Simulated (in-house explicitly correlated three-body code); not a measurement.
# Two electrons around a charge of +2.5 with a centre of 1000 electron masses: exact states

System: two electrons around a charge of +2.5 with a centre of 1000 electron masses. A variational three-body run gives its energies and expectation values.

The numbers are computed with in-house explicitly correlated three-body code version 1 (two electrons, non-relativistic, variational in exponentially correlated functions), except any that are marked as measured or tabulated.

**1. The atom as given**

| Property | Result |
| --- | --- |
| charge of the centre | +2.5 |
| mass of the centre | 1000 electron masses |
| interactions | Coulomb |
| basis | 260 functions exp(−a r1 − b r2 − g r12) a state, exponent ranges optimised |
| units | hartree and bohr; relativity and QED are left out |

**2. The variational calculation**

Settings:

```ini
Z = 2.5
nuclear_mass = 1000.0
interaction_strength = 1.0
functions = 260
states_tried = 13
```

Launch:

```bash
$ python run_hyl.py task.json out
```

**Question.** What will these runs give? Wanted: ground-state energy; binding of the second electron; ⟨r12⟩, ⟨cos θ12⟩.

The runs gave:

```
                      quantity                value
           ground-state energy  -4.83685670 hartree
binding of the second electron            46.667 eV
              ⟨r12⟩, ⟨cos θ12⟩  1.074 bohr, -0.0517
```

What this shows: The second electron is bound by 46.67 eV, and the mean cosine of -0.052 shows the electrons leaning only slightly to opposite sides. The virial ratio −T/E is 1.0000000, where an exact Coulomb state gives 1. Exchange puts 2 ³S 1.34 eV under 2 ¹S.
